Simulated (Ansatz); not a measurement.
**Hf3SiMo: one candidate of a structure search**

The task: take a trial cell of Hf3SiMo to zero force and stress.

Method: DFT PBE, scalar-relativistic, plane waves, PAW, in Ansatz 0.2.0.

**1. Starting point**

It takes space group Pm-3m (No. 221, cubic). The conventional cell has a = 4.468 Å, b = 4.468 Å, c = 4.468 Å, α = 90.00°, β = 90.00°, γ = 90.00°. Hf (site symmetry 4/mmm) has 2 Si at 2.23 Å as nearest neighbours. Si (site symmetry m-3m) is surrounded by 6 Hf at 2.23 Å. Mo (site symmetry m-3m) has 12 Hf at 3.16 Å as nearest neighbours.

As a file:

```cif
data_structure
_symmetry_space_group_name_H-M 'Pm-3m'
_symmetry_Int_Tables_number 221
_cell_length_a 4.4678
_cell_length_b 4.4678
_cell_length_c 4.4678
_cell_angle_alpha 90.000
_cell_angle_beta 90.000
_cell_angle_gamma 90.000
_cell_volume 89.18
loop_
_atom_site_label
_atom_site_type_symbol
_atom_site_symmetry_multiplicity
_atom_site_Wyckoff_symbol
_atom_site_fract_x
_atom_site_fract_y
_atom_site_fract_z
_atom_site_occupancy
Hf1 Hf 3 c 0.00000 0.50000 0.50000 1
Si1 Si 1 b 0.50000 0.50000 0.50000 1
Mo1 Mo 1 a 0.00000 0.00000 0.00000 1
```

Recipe of the guess: species swapped into a database cell of Sc3TlB (Pm-3m, No. 221), with Hf on the Sc sites, Mo on the Tl sites and Si on the B sites. Its size is a rough estimate.

**2. The guess as it stands, on a coarse mesh**

File input.yaml:

```yaml
crystal:
  lattice:
    - [4.46781306, 0.0, 0.0]
    - [0.0, 4.46781306, 0.0]
    - [0.0, 0.0, 4.46781306]
  atoms:
    - { symbol: Hf, position: [0.0, 0.5, 0.5] }
    - { symbol: Hf, position: [0.5, 0.0, 0.5] }
    - { symbol: Hf, position: [0.5, 0.5, 0.0] }
    - { symbol: Si, position: [0.5, 0.5, 0.5] }
    - { symbol: Mo, position: [0.0, 0.0, 0.0] }
basis:
  ecutwfc: 420
kpoints:
  mp_grid: { grid: [4, 4, 4] }
hamiltonian:
  xc: pbe
scf:
  occupations: { method: gaussian, width: 0.1 }
  lower_state_search: "off"
output:
  forces: true
  stress: true
  eigenvalues: true
```

Launch:

```sh
ansatz run input.yaml --threads 1 --pin off --max-ram 2560MiB --backend cpu --events-out ev --progress --plain --runs-dir out
```

The session goes on with these runs: rough relaxation on the coarse mesh; spin check on a coarse mesh; full relaxation.

**Question.** What will these runs give? Wanted: conventional cell; volume; energy over the elements; gap on the mesh.

As calculated:

| quantity | value |
| --- | --- |
| symmetry at the end (tolerance 0.05 Å) | space group Pm-3m (No. 221) |
| conventional cell | a = 4.822 Å, b = 4.822 Å, c = 4.822 Å, α = 90.00°, β = 90.00°, γ = 90.00° |
| volume | 22.43 Å³/atom |
| energy over the elements | +0.66 eV/atom |
| gap on the mesh | none (metal) |

What this shows: The space group Pm-3m (No. 221) is kept, and the volume per atom grows by 25.7 % from the first guess. With a positive formation energy it can't be a ground state. No finished test with a distortion of lower symmetry is shown, so the end may be a saddle point. Spin-orbit coupling is left out for Hf. Other magnetic orders were not searched.
